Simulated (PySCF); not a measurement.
**TiO(OH)₂: relaxation and vibrations of the singlet**

Where does singlet TiO(OH)₂ go from a trigonal pyramidal start, is the end point a minimum, and what are its modes, charges and moments?

Method: PBE0, basis Ti def2-TZVP, O def2-TZVP, H def2-TZVP, no relativity, density fitting; program: PySCF 2.14.0.

## 1. Where the work starts

6 atoms, charge 0, spin multiplicity 1.

Bond lengths: Ti1–O2 1.740 Å, Ti1–O3 1.990 Å, Ti1–O4 1.990 Å, O3–H5 0.960 Å, O4–H6 0.960 Å. Angles: O2–Ti1–O3 99.8°, O2–Ti1–O4 99.8°, O3–Ti1–O4 99.8°, Ti1–O3–H5 130.0°, Ti1–O4–H6 130.0°.

```xyz
6
charge 0 multiplicity 1
Ti    0.0000    0.0000    0.0000
O     1.5363    0.0000    0.8169
O    -0.8785    1.5217    0.9342
O    -0.8785   -1.5217    0.9342
H    -0.5141    2.3612    1.2239
H    -1.7878   -1.6258    1.2239
```

## 2. Finding the electronic state

The steps below are one call of a driver around PySCF. For each, scf.py gives the equivalent set-up of the SCF; relaxations use the driver's own optimiser. After this first run the driver tries any further starts and a stability analysis.

The input, scf.py:

```python
from pyscf import gto, scf, dft
mol = gto.M(atom='''
Ti     0.000000     0.000000     0.000000
O      1.536300     0.000000     0.816900
O     -0.878500     1.521700     0.934200
O     -0.878500    -1.521700     0.934200
H     -0.514100     2.361200     1.223900
H     -1.787800    -1.625800     1.223900''',
    basis={'Ti': 'def2-TZVP', 'O': 'def2-TZVP', 'H': 'def2-TZVP'},
    charge=0, spin=0)
mf = dft.RKS(mol, xc='PBE0')
mf.grids.atom_grid = (50, 194)
aux = {'Ti': 'def2-universal-JKFIT', 'O': 'def2-universal-JKFIT', 'H': 'def2-universal-JKFIT'}
mf = mf.density_fit(auxbasis=aux)
mf.conv_tol = 1e-08
mf.diis_space = 10
mf.max_cycle = 60
mf.init_guess = 'minao'
mf.verbose = 4
mf.kernel()
```

Command:

```console
> OMP_NUM_THREADS=4 python axn.py task.json out
```

The runs that follow: Relaxing the singlet from the trigonal pyramidal start; Hessian and properties.

What does the calculation give? Wanted: minimum; geometry; wavenumbers; dipole moment; highest occupied, lowest empty level; polar-tensor charge of Ti1; zero-point energy; atomisation energy.

As calculated:

```
                                 quantity                                                                                                                                  value
                                  minimum                                                                                                                            singlet, Cs
                                 geometry  O–H 0.958 Å (×2), Ti–O 1.605 Å, Ti–O 1.823 Å, Ti–O 1.833 Å; H–O–Ti 132.0°, H–O–Ti 135.4°, O–Ti–O 115.6°, O–Ti–O 117.6°, O–Ti–O 126.7°
                       wavenumbers (cm⁻¹)            51 (a''), 179 (a'), 257 (a'), 349 (a'), 454 (a''), 509 (a'), 523 (a''), 696 (a'), 799 (a'), 1085 (a'), 3929 (a'), 3940 (a')
                            dipole moment                                                                                                                                 3.09 D
     highest occupied, lowest empty level                                                                                                                        -8.55, -2.62 eV
               polar-tensor charge of Ti1                                                                                                                                +2.30 e
                        zero-point energy                                                                                                                            76.4 kJ/mol
                      entropy at 298.15 K                                                                                                                        324.7 J/(mol K)
atomisation energy (no zero-point energy)                                                                                                                            2476 kJ/mol
```

**Reading.** The trigonal pyramidal start (C1) ends in a minimum of Cs symmetry. The strongest infrared band lies at 1085 cm⁻¹ (a'). Only this shape and spin were tried, so other structures or states may lie lower.
